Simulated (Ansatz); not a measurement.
# interstitial Cu in Si: hop to the nearest equivalent void, part 2 of 2

How high is the barrier for the hop to the nearest equivalent void? Relax the two ends, then run a nudged elastic band between them. The host cell (diamond) has 16 atoms, cell charge +1; the extra atom is the last.

Ansatz 0.2.0; DFT PBE+D3(BJ), plane waves, PAW, scalar-relativistic, no spin polarisation. The steps go on from the part before.

### 6 Nudged elastic band

crystal.atoms is end A as relaxed above, and neb.final_atoms is end B. With 5 inner images the band has 7 in all.

Input file input.yaml:

```yaml
crystal:
  lattice:
    - [0.0, 5.43, 5.43]
    - [5.43, 0.0, 5.43]
    - [5.43, 5.43, 0.0]
  atoms:
    - { symbol: Si, position: [0.00710584, -0.0265074, 0.01178222] }
    - { symbol: Si, position: [0.1332615, 0.11764488, 0.12534376] }
    - { symbol: Si, position: [0.00219714, 0.00254461, 0.49739273] }
    - { symbol: Si, position: [0.12479126, 0.11226921, 0.63759522] }
    - { symbol: Si, position: [0.00239496, 0.50737873, 0.0070763] }
    - { symbol: Si, position: [0.11400614, 0.60234998, 0.16838652] }
    - { symbol: Si, position: [-0.01492824, 0.48892035, 0.54021655] }
    - { symbol: Si, position: [0.12637046, 0.62829442, 0.63324953] }
    - { symbol: Si, position: [0.50446411, 0.0109901, -0.02003741] }
    - { symbol: Si, position: [0.6228712, 0.11782055, 0.12572857] }
    - { symbol: Si, position: [0.49726973, 0.00250463, 0.49757963] }
    - { symbol: Si, position: [0.6294826, 0.1315316, 0.6089037] }
    - { symbol: Si, position: [0.48201563, 0.50766626, 0.00714241] }
    - { symbol: Si, position: [0.61917103, 0.6371773, 0.12344427] }
    - { symbol: Si, position: [0.49906244, 0.50553837, 0.49585976] }
    - { symbol: Si, position: [0.61132587, 0.62838359, 0.63333607] }
    - { symbol: Cu, position: [0.84598484, 0.33910031, -0.03219492] }
total_charge: 1
basis:
  ecutwfc: 420.0
kpoints:
  mp_grid: { grid: [2, 2, 2] }
hamiltonian:
  xc: pbe
  dispersion: d3bj
scf:
  occupations: { method: gaussian, width: 0.05 }
  lower_state_search: "off"
neb:
  images: 5
  f_tol: 0.05
  initial_path: linear
  max_iterations: 44
  optimiser: fire
  final_atoms:
    - { symbol: Si, position: [-0.00800372, -0.00193386, -0.00350636] }
    - { symbol: Si, position: [0.08508484, 0.13922696, 0.1357631] }
    - { symbol: Si, position: [-0.0127743, -0.00024181, 0.51258251] }
    - { symbol: Si, position: [0.1274212, 0.12234797, 0.62221348] }
    - { symbol: Si, position: [-0.00834023, 0.51290229, -0.00340353] }
    - { symbol: Si, position: [0.12874809, 0.62543398, 0.11948494] }
    - { symbol: Si, position: [0.01589604, 0.49496127, 0.49351134] }
    - { symbol: Si, position: [0.12728337, 0.62724739, 0.62234372] }
    - { symbol: Si, position: [0.45687626, 0.00976072, 0.02333264] }
    - { symbol: Si, position: [0.61814312, 0.12199364, 0.11758684] }
    - { symbol: Si, position: [0.49947533, -0.00869809, 0.5075385] }
    - { symbol: Si, position: [0.61297319, 0.11703806, 0.6520215] }
    - { symbol: Si, position: [0.50127167, 0.50502923, -0.01193481] }
    - { symbol: Si, position: [0.61779664, 0.64180596, 0.11752715] }
    - { symbol: Si, position: [0.49931327, 0.50101832, 0.50747601] }
    - { symbol: Si, position: [0.64472748, 0.62006834, 0.61405941] }
    - { symbol: Cu, position: [0.6574001, 0.27787284, 0.28627312] }
  order_check: true
```

Launch:

```
ansatz run input.yaml --threads 1 --pin off --max-ram 3072MiB --backend cpu --events-out ev --progress --plain --runs-dir out
```

What it wrote (excerpt; [...] marks lines left out):

```text
Warning: neb: disabling space-group detection — the band's intermediate images generally break the endpoint symmetry, so no spatial operation reduces the k-mesh or symmetrises the density, except that a semilocal band can use its path's symmetry ahead of convergence; time reversal is [...]
Warning: RAYON_NUM_THREADS=1 ignored (pool sized by the plan → 1); use --threads N
[...]
Pseudopotentials: kind: paw
Pseudopotential: Si, paw, valence charge 4, recommended cutoff 420 eV (normal), Si.paw.azcp
Pseudopotential: Cu, paw, valence charge 19, recommended cutoff 420 eV (normal), Cu.paw.azcp
Functional definition: PBE
[...]
NEB image 0
Crystal: 17 atoms, lattice volume = 320.206 Å³
Basis set: ecut = 420 eV, 6231 PW (Γ), exchange–correlation on 108×108×108 points (8 copies of the dense FFT grid, shifted against one another)
Bands: 58, of which v1, the nominal top of the filled ones, is band 41 counted from 1 (40 counted from 0)
Symmetry: 1 space group operations
k-points: 8
[...]
NEB end point (image 6): max|allowed force component| = 7.828e-3 eV/Å (the criterion of neb.relax_end_points is 1.000e-2)
NEB image 1
SCF iter   1: F=—  HF=-16810.507343 eV  |F-HF|=—  |Δ(HF+E_count)|=         —  Δρ=5.85e-2  dr2=1.11e1  ethr=1.77e-3  ⟨swp⟩=9.1  Hψ=2540  notcnv=0  defer=17
[...]
NEB image 2
[...]
NEB image 3
[...]
NEB image 4
[...]
NEB image 5
[...]
NEB iter   1: max|band force component| = 2.270e0 eV/Å  barrier→ = 0.4893 eV  barrier← = 0.4893 eV  Δτ_max = 0.0341 Å  (77 SCF iters)
[...]
NEB iter   6: max|band force component| = 7.851e-1 eV/Å  barrier→ = 0.1619 eV  barrier← = 0.1619 eV  Δτ_max = 0.0097 Å  (29 SCF iters)
[...]
NEB iter  11: max|band force component| = 4.125e-1 eV/Å  barrier→ = 0.1045 eV  barrier← = 0.1045 eV  CI = image 4  Δτ_max = 0.0125 Å  (30 SCF iters)
[...]
NEB iter  16: max|band force component| = 1.851e-1 eV/Å  barrier→ = 0.0602 eV  barrier← = 0.0602 eV  CI = image 2  Δτ_max = 0.0024 Å  (30 SCF iters)
[...]
NEB iter  19: max|band force component| = 1.046e-1 eV/Å  barrier→ = 0.0540 eV  barrier← = 0.0540 eV  CI = image 2  Δτ_max = 0.0081 Å  (29 SCF iters)
NEB iter  20: max|band force component| = 1.255e-1 eV/Å  barrier→ = 0.0529 eV  barrier← = 0.0529 eV  CI = image 2  Δτ_max = 0.0090 Å  (29 SCF iters)
```

### 7 The output, continued: band between the two ends

Output, continued (excerpt; [...] marks lines left out):

```text
NEB iter  21: max|band force component| = 1.277e-1 eV/Å  barrier→ = 0.0509 eV  barrier← = 0.0509 eV  CI = image 2  Δτ_max = 0.0095 Å  (28 SCF iters)
[...]
NEB iter  24: max|band force component| = 1.165e-1 eV/Å  barrier→ = 0.0438 eV  barrier← = 0.0438 eV  CI = image 2  Δτ_max = 0.0020 Å  (29 SCF iters)
[...]
NEB iter  25: max|band force component| = 7.964e-2 eV/Å  barrier→ = 0.0432 eV  barrier← = 0.0432 eV  CI = image 2  Δτ_max = 0.0034 Å  (25 SCF iters)
NEB image 1
[...]
NEB image 2
[...]
NEB image 3
[...]
NEB image 4
[...]
NEB image 5
[...]
NEB image 1
NSCF: frozen V_eff on 8 k-points
NEB image 3
NSCF: frozen V_eff on 8 k-points
NEB image 4
NSCF: frozen V_eff on 8 k-points
NEB image 5
NSCF: frozen V_eff on 8 k-points
NEB image 2
NSCF: frozen V_eff on 8 k-points
[...]
NEB image 2, as the band closes
[...]
NEB point 1 about image 2
[...]
NEB point 2 about image 2
[...]
    - { symbol: Si, position: [-0.013539460237666529, 0.4896087112578411, 0.533660281463442] }
    - { symbol: Si, position: [0.12320163331096445, 0.6244189705692683, 0.6357862753160091] }
    - { symbol: Si, position: [0.4990867072787467, 0.016036954191360336, -0.030365966755899337] }
    - { symbol: Si, position: [0.6145067858870716, 0.11385200442724902, 0.1267950654182069] }
    - { symbol: Si, position: [0.4943804942680856, 0.0001798161463279213, 0.49815206029543657] }
    - { symbol: Si, position: [0.6324872834615849, 0.13525304003229205, 0.5980134142796096] }
    - { symbol: Si, position: [0.48299022043591233, 0.5069111708531211, 0.0026830946664145316] }
    - { symbol: Si, position: [0.6142780271681683, 0.6453097018425933, 0.12516115557094698] }
    - { symbol: Si, position: [0.49465438272045803, 0.5084039042490981, 0.4966392242310026] }
    - { symbol: Si, position: [0.6141174826494177, 0.6270585001603194, 0.6316565773705839] }
    - { symbol: Cu, position: [0.7992060494468588, 0.307617864985572, 0.08459132630251354] }
```

Run time: 21 min. Hardware: 1 thread of Arm Neoverse V1, shared host; peak memory 0.94 GiB.

### 8 The band, image by image

The 5 inner images lie between the fixed ends 0 and 6. Energy is taken from image 0, and the path length is the program's own coordinate along the band.

```tsv
image	path (Å)	energy (eV)	Cu17 x y z (Å)	band force (eV/Å)
0	0.000	0.0000	1.67 4.42 6.44	-
1	0.380	0.0286	1.90 4.60 6.23	0.031
2*	0.753	0.0426	2.13 4.80 6.01	0.045
3	1.180	0.0103	2.39 5.00 5.76	0.050
4	1.602	0.0227	2.64 5.14 5.52	0.036
5	2.016	0.0174	2.87 5.15 5.28	0.028
6	2.424	0.0000	3.06 5.12 5.08	-
```

The star marks the climbing image.

image, energy (eV) and a bar:
```
        0      0.000 
        1      0.029 ####################
        2      0.043 ##############################
        3      0.010 #######
        4      0.023 ################
        5      0.017 ############
        6      0.000
```

How the highest energy settled:

```tsv
iteration	highest image above image 0 (eV)	largest band force (eV/Å)
1	0.4893	2.270
3	0.2116	0.715
5	0.1753	0.914
7	0.1463	0.601
9	0.1208	0.302
11	0.1046	0.413
13	0.0861	0.430
15	0.0653	0.158
17	0.0581	0.139
19	0.0540	0.105
21	0.0509	0.128
23	0.0454	0.065
25	0.0432	0.080
26	0.0426	0.050
```

The band as a trajectory file:

```xyz
17
Lattice="0.000 5.430 5.430 5.430 0.000 5.430 5.430 5.430 0.000" Properties=species:S:1:pos:R:3 pbc="T T T" image=0 dE=0.0000
Si   -0.080    0.103   -0.105
Si    1.319    1.404    1.362
Si    2.715    2.713    0.026
Si    4.072    4.140    1.287
Si    2.793    0.051    2.768
Si    4.185    1.533    3.890
Si    5.588    2.852    2.574
Si    6.850    4.125    4.098
Si   -0.049    2.630    2.799
Si    1.322    4.065    4.022
Si    2.715    5.402    2.714
Si    4.021    6.724    4.132
Si    2.795    2.656    5.374
Si    4.130    4.032    6.822
Si    5.438    5.402    5.455
Si    6.851    6.759    6.732
Cu    1.666    4.419    6.435
17
Lattice="0.000 5.430 5.430 5.430 0.000 5.430 5.430 5.430 0.000" Properties=species:S:1:pos:R:3 pbc="T T T" image=1 dE=0.0286
Si   -0.068    0.061   -0.108
Si    1.344    1.415    1.359
Si    2.708    2.740    0.015
Si    4.081    4.134    1.299
Si    2.807    0.038    2.775
Si    4.197    1.519    3.917
Si    5.568    2.843    2.576
Si    6.838    4.122    4.074
Si   -0.070    2.569    2.795
Si    1.307    4.037    3.975
Si    2.700    5.395    2.694
Si    3.993    6.697    4.159
Si    2.784    2.648    5.367
Si    4.169    4.025    6.837
Si    5.454    5.394    5.456
Si    6.843    6.777    6.736
Cu    1.901    4.604    6.231
17
Lattice="0.000 5.430 5.430 5.430 0.000 5.430 5.430 5.430 0.000" Properties=species:S:1:pos:R:3 pbc="T T T" image=2 dE=0.0426
Si   -0.057    0.035   -0.108
Si    1.347    1.410    1.361
Si    2.703    2.741    0.013
Si    4.087    4.126    1.297
Si    2.813    0.028    2.767
Si    4.194    1.502    3.938
Si    5.556    2.824    2.585
Si    6.843    4.121    4.060
Si   -0.078    2.545    2.797
Si    1.307    4.025    3.955
Si    2.706    5.389    2.685
Si    3.982    6.682    4.169
Si    2.767    2.637    5.375
Si    4.184    4.015    6.840
Si    5.457    5.383    5.447
Si    6.835    6.765    6.740
Cu    2.130    4.799    6.010
17
Lattice="0.000 5.430 5.430 5.430 0.000 5.430 5.430 5.430 0.000" Properties=species:S:1:pos:R:3 pbc="T T T" image=3 dE=0.0103
Si   -0.021    0.018   -0.091
Si    1.351    1.404    1.346
Si    2.713    2.747    0.000
Si    4.097    4.113    1.303
Si    2.801    0.008    2.725
Si    4.161    1.447    3.963
Si    5.511    2.796    2.632
Si    6.835    4.113    4.045
Si   -0.064    2.524    2.798
Si    1.309    4.004    3.953
Si    2.694    5.388    2.666
Si    3.981    6.668    4.162
Si    2.765    2.646    5.386
Si    4.191    3.983    6.837
Si    5.472    5.380    5.458
Si    6.813    6.793    6.754
Cu    2.385    5.004    5.764
17
Lattice="0.000 5.430 5.430 5.430 0.000 5.430 5.430 5.430 0.000" Properties=species:S:1:pos:R:3 pbc="T T T" image=4 dE=0.0227
Si    0.002   -0.012   -0.080
Si    1.389    1.356    1.306
Si    2.728    2.758   -0.016
Si    4.099    4.104    1.322
Si    2.791   -0.021    2.699
Si    4.117    1.398    4.008
Si    5.459    2.767    2.685
Si    6.814    4.107    4.040
Si   -0.008    2.516    2.745
Si    1.304    3.992    3.965
Si    2.682    5.394    2.664
Si    4.016    6.709    4.119
Si    2.744    2.660    5.408
Si    4.183    3.969    6.844
Si    5.473    5.386    5.466
Si    6.782    6.816    6.780
Cu    2.643    5.145    5.519
17
Lattice="0.000 5.430 5.430 5.430 0.000 5.430 5.430 5.430 0.000" Properties=species:S:1:pos:R:3 pbc="T T T" image=5 dE=0.0174
Si   -0.017   -0.040   -0.067
Si    1.450    1.274    1.250
Si    2.752    2.747   -0.040
Si    4.074    4.095    1.346
Si    2.779   -0.046    2.719
Si    4.082    1.377    4.047
Si    5.419    2.759    2.725
Si    6.792    4.097    4.063
Si    0.085    2.533    2.647
Si    1.290    3.997    3.985
Si    2.680    5.421    2.675
Si    4.087    6.792    4.045
Si    2.717    2.665    5.433
Si    4.160    3.979    6.857
Si    5.462    5.413    5.466
Si    6.751    6.833    6.811
Cu    2.874    5.154    5.284
17
Lattice="0.000 5.430 5.430 5.430 0.000 5.430 5.430 5.430 0.000" Properties=species:S:1:pos:R:3 pbc="T T T" image=6 dE=0.0000
Si   -0.030   -0.062   -0.054
Si    1.493    1.199    1.218
Si    2.782    2.714   -0.071
Si    4.043    4.071    1.356
Si    2.767   -0.064    2.740
Si    4.045    1.348    4.095
Si    5.367    2.766    2.774
Si    6.785    4.070    4.097
Si    0.180    2.608    2.534
Si    1.301    3.995    4.019
Si    2.709    5.468    2.665
Si    4.176    6.869    3.964
Si    2.678    2.657    5.464
Si    4.123    3.993    6.840
Si    5.476    5.467    5.432
Si    6.701    6.835    6.868
Cu    3.063    5.124    5.079
```

### 9 Another band, settings changed

crystal.atoms is end A as relaxed above, and neb.final_atoms is end B. With 3 inner images the band has 5 in all.

Edit input.yaml of step 6 so:

```diff
@@ -34,7 +34,9 @@
   lower_state_search: "off"
+  max_iter: 74
 neb:
-  images: 5
+  images: 3
   f_tol: 0.05
-  initial_path: linear
-  max_iterations: 44
+  max_iterations: 50
+  order_check: false
+  spring: 50.0
   optimiser: fire
@@ -58,2 +60 @@
     - { symbol: Cu, position: [0.6574001, 0.27787284, 0.28627312] }
-  order_check: true
```

Launch:

```
ansatz run input.yaml --threads 1 --pin off --max-ram 3072MiB --backend cpu --events-out ev --progress --plain --runs-dir out
```

What it wrote (excerpt; [...] marks lines left out):

```text
Warning: neb: disabling space-group detection — the band's intermediate images generally break the endpoint symmetry, so no spatial operation reduces the k-mesh or symmetrises the density, except that a semilocal band can use its path's symmetry ahead of convergence; time reversal is [...]
Warning: RAYON_NUM_THREADS=1 ignored (pool sized by the plan → 1); use --threads N
[...]
Pseudopotentials: kind: paw
Pseudopotential: Si, paw, valence charge 4, recommended cutoff 420 eV (normal), Si.paw.azcp
Pseudopotential: Cu, paw, valence charge 19, recommended cutoff 420 eV (normal), Cu.paw.azcp
Functional definition: PBE
[...]
NEB image 0
Crystal: 17 atoms, lattice volume = 320.206 Å³
Basis set: ecut = 420 eV, 6231 PW (Γ), exchange–correlation on 108×108×108 points (8 copies of the dense FFT grid, shifted against one another)
Bands: 58, of which v1, the nominal top of the filled ones, is band 41 counted from 1 (40 counted from 0)
Symmetry: 1 space group operations
k-points: 8
[...]
SCF iter   1: F=—  HF=-16810.679669 eV  |F-HF|=—  |Δ(HF+E_count)|=         —  Δρ=5.90e-2  dr2=1.12e1  ethr=1.77e-3  ⟨swp⟩=9.6  Hψ=2594  notcnv=0  defer=8
[...]
NSCF: frozen V_eff on 8 k-points
NEB image 4
[...]
NSCF: frozen V_eff on 8 k-points
NEB end point (image 0): max|allowed force component| = 1.443e-2 eV/Å (the criterion of neb.relax_end_points is 1.000e-2)
NEB end point (image 4): max|allowed force component| = 7.828e-3 eV/Å (the criterion of neb.relax_end_points is 1.000e-2)
NEB image 1
SCF iter   1: F=—  HF=-16810.383531 eV  |F-HF|=—  |Δ(HF+E_count)|=         —  Δρ=5.83e-2  dr2=1.10e1  ethr=1.77e-3  ⟨swp⟩=9.8  Hψ=2618  notcnv=0  defer=13
[...]
NEB image 2
[...]
NEB image 3
[...]
NEB iter   1: max|band force component| = 2.270e0 eV/Å  barrier→ = 0.4893 eV  barrier← = 0.4893 eV  Δτ_max = 0.0341 Å  (56 SCF iters)
[...]
NEB iter   2: max|band force component| = 1.510e0 eV/Å  barrier→ = 0.3198 eV  barrier← = 0.3198 eV  Δτ_max = 0.0564 Å  (21 SCF iters)
NEB image 1
[...]
NEB image 2
[...]
```

### 10 The log goes on: band between the two ends

Output, continued (excerpt; [...] marks lines left out):

```text
NEB image 3
[...]
NEB iter   3: max|band force component| = 7.344e-1 eV/Å  barrier→ = 0.1925 eV  barrier← = 0.1925 eV  Δτ_max = 0.0619 Å  (22 SCF iters)
[...]
NEB iter  11: max|band force component| = 4.263e-1 eV/Å  barrier→ = 0.1049 eV  barrier← = 0.1049 eV  CI = image 2  Δτ_max = 0.0135 Å  (18 SCF iters)
[...]
NEB iter  19: max|band force component| = 2.434e-1 eV/Å  barrier→ = 0.0542 eV  barrier← = 0.0542 eV  CI = image 1  Δτ_max = 0.0030 Å  (17 SCF iters)
[...]
NEB iter  27: max|band force component| = 1.316e-1 eV/Å  barrier→ = 0.0483 eV  barrier← = 0.0483 eV  CI = image 1  Δτ_max = 0.0058 Å  (17 SCF iters)
[...]
NEB iter  34: max|band force component| = 6.225e-2 eV/Å  barrier→ = 0.0447 eV  barrier← = 0.0447 eV  CI = image 1  Δτ_max = 0.0044 Å  (17 SCF iters)
[...]
    - { symbol: Si, position: [-0.014523871375133696, 0.4893110746837872, 0.5352897878710037] }
    - { symbol: Si, position: [0.1243341833980815, 0.6235773872182064, 0.6353327348855157] }
    - { symbol: Si, position: [0.49997533078276446, 0.015587187457150847, -0.031229209791042573] }
    - { symbol: Si, position: [0.6156729251819704, 0.1137952914888718, 0.12555716911434045] }
    - { symbol: Si, position: [0.4955447171915623, 8.586107726193948e-5, 0.4965275353264984] }
    - { symbol: Si, position: [0.6336407045019353, 0.13500982421201246, 0.5970069593792074] }
    - { symbol: Si, position: [0.48288472903228985, 0.5059801434814065, 0.004292972352492375] }
    - { symbol: Si, position: [0.6158122078583504, 0.6447595589046567, 0.12470440248646664] }
    - { symbol: Si, position: [0.4957062855035574, 0.5085438770912163, 0.4957513098571765] }
    - { symbol: Si, position: [0.6131680570362055, 0.6269613086627308, 0.6329827393125785] }
    - { symbol: Cu, position: [0.8080628229074047, 0.31345713307859024, 0.06409319973588878] }
```

Run time: 14 min. Hardware: 1 thread of Arm Neoverse V1, shared host; peak memory 0.78 GiB.

### 11 Images and barrier

Images 0 and 4 are the ends. Energies count from image 0; the path length is the program's own measure over all atoms.

```tsv
image	path (Å)	energy (eV)	Cu17 x y z (Å)	band force (eV/Å)
0	0.000	0.0000	1.67 4.42 6.44	-
1*	0.627	0.0442	2.05 4.74 6.09	0.030
2	1.226	0.0051	2.41 5.04 5.74	0.046
3	1.826	0.0259	2.77 5.17 5.40	0.029
4	2.426	0.0000	3.06 5.12 5.08	-
```

The star marks the climbing image.

image, energy (eV) and a bar:
```
        0      0.000 
        1      0.044 ##############################
        2      0.005 ###
        3      0.026 ##################
        4      0.000
```

### 12 Outcome

The summary covers parts 1 to 2.

| quantity | value |
| --- | --- |
| end A | 17 moves, 0.660 eV lower |
| end B | 21 moves, 0.661 eV lower |
| first band: barrier forwards | 0.043 eV |
| first band: barrier backwards | 0.043 eV |
| first band: second end relative to first | 0.000 eV |
| first band: highest image | 2 of 0 to 6, climbing |
| first band: band iterations | 26 |
| first band: lowest curvatures at the top | -0.36 and 0.33 eV/Å² |
| second band | top 0.044 eV above image 0, 35 iterations, 3 inner images |
| time, first and second band | 21 min and 14 min |

In the first band: along this path the system climbs 0.043 eV from the first end (1.6 kT at 300 K). The ends differ by 1 meV at most. The test of curvatures at the top gave "unresolved", so the point may be no simple saddle. The second band's top lies 2 meV above the first's, so the changed settings hardly move the height. A cell of 17 atoms lets the moving atom feel its images, and convergence in size and mesh was not shown. The charged cell sits in a uniform background, with no correction for images.
